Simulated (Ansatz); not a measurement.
**RbLuO2 (R-3m): comparison of norm-conserving and PAW potentials**

Do two kinds of potentials agree on RbLuO2 (R-3m)? Wanted for RbLuO2 (R-3m): a comparison of norm-conserving and PAW potentials.

Program: Ansatz 0.2.0, driven from Python. The levels of theory stand in the script. These are calculated values, not measurements.

## Step 1: The structure

It takes space group R-3m (No. 166, trigonal). The conventional cell has a = 3.400 Å, b = 3.400 Å, c = 19.150 Å, α = 90.00°, β = 90.00°, γ = 120.00°. Rb (site symmetry -3m) is surrounded by 6 O at 2.88 Å. Around Lu (site symmetry -3m) lie 6 O at 2.24 Å. Around O (site symmetry 3m) lie 3 Lu at 2.24 Å and 3 Rb at 2.88 Å.

No structure file is read: the coordinates are typed or built in the script.

## Step 2: The code

Input file rbluo2_nc_paw.py:

```python
import ansatz as az
import numpy as np
from pymatgen.core import Lattice, Structure
from pymatgen.io.ase import AseAtomsAdaptor

FUNCTIONAL = "PBEsol"
MESH = (8, 8, 8)


def count_gap(report):
    # lowest empty less highest filled band, counting bands; zero where they overlap
    return max(report.get("gap_by_band_count_ev") or 0.0, 0.0)

pmg_structure = Structure(
    Lattice([(1.7, 0.981495, 6.383333), (-1.7, 0.981495, 6.383333), (0.0, -1.962991, 6.383333)]),
    ["Rb", "Lu", "O", "O"],
    [
        (0.0, 0.0, 0.0),
        (0.5, 0.5, 0.5),
        (0.223, 0.223, 0.223),
        (0.777, 0.777, 0.777),
    ],
)
structure = az.Crystal.from_ase(AseAtomsAdaptor.get_atoms(pmg_structure))

model = (
    structure.calculation()
    .functional(FUNCTIONAL)
    .kpoints(*MESH, center="monkhorst-pack")
    .occupations(az.OccupationsMethod.FIXED)
    .stress()
    .forces()
    .band_table()
)
variants = {
    "PAW": model.pseudopotentials("paw"),
    "norm-conserving": model.pseudopotentials("nc"),
}
rows = []
for label, variant in variants.items():
    data = variant.run().report
    levels = np.array(data["eigenvalues_ev"][0]) - data["fermi_energy_ev"]
    print(label, "levels at the first k-point near E_F:", np.round(levels[np.abs(levels) < 5], 3))
    rows.append((label, data["n_electrons"], np.trace(data["stress_gpa"]) / 3, float(np.abs(data["forces_ev_ang"]).max()), count_gap(data)))
print("     treatment  electrons in bands           P GPa  max force component eV/A  gap by band count eV")
for row in rows:
    print(f"{str(row[0]):>14s}  {row[1]:18.1f}  {row[2]:14.3f}  {row[3]:24.4f}  {row[4]:20.3f}")
```

## Step 3: The calls as engine input

The engine receives this input (first run):

```yaml
crystal:
  lattice:
    - [1.7, 0.981495, 6.383333]
    - [-1.7, 0.981495, 6.383333]
    - [0.0, -1.962991, 6.383333]
  atoms:
    - { symbol: Rb, position: [0.0, 0.0, 0.0] }
    - { symbol: Lu, position: [0.5, 0.5, 0.5] }
    - { symbol: O, position: [0.223, 0.223, 0.223] }
    - { symbol: O, position: [0.777, 0.777, 0.777] }
kpoints:
  mp_grid:
    grid: [8, 8, 8]
    shift: [0.5, 0.5, 0.5]
hamiltonian:
  xc: pbesol
  pseudopotentials:
    kind: paw
scf:
  occupations:
    method: fixed
output:
  forces: true
  stress: true
  eigenvalues: true
```

## Step 4: Launch

On the command line:

```console
$ python rbluo2_nc_paw.py
```

**Question.** How well do the two treatments of the cores agree on the pressure?

**Answer**, as computed:

```
              quantity     value
         runs compared         2
difference in pressure  0.27 GPa
     difference in gap  0.013 eV
```

**Reading.** PAW gives 0.987 GPa and norm-conserving 0.716 GPa, 0.27 GPa apart. They took 5.2 and 21.4 s of processor time. Reading the output:
- This mesh misses the zone centre, where many direct gaps lie, so the gap can be several times too large.
- Gaps and levels are Kohn-Sham values on a finite set of k-points, without spin-orbit coupling.
- Stress is positive in compression.
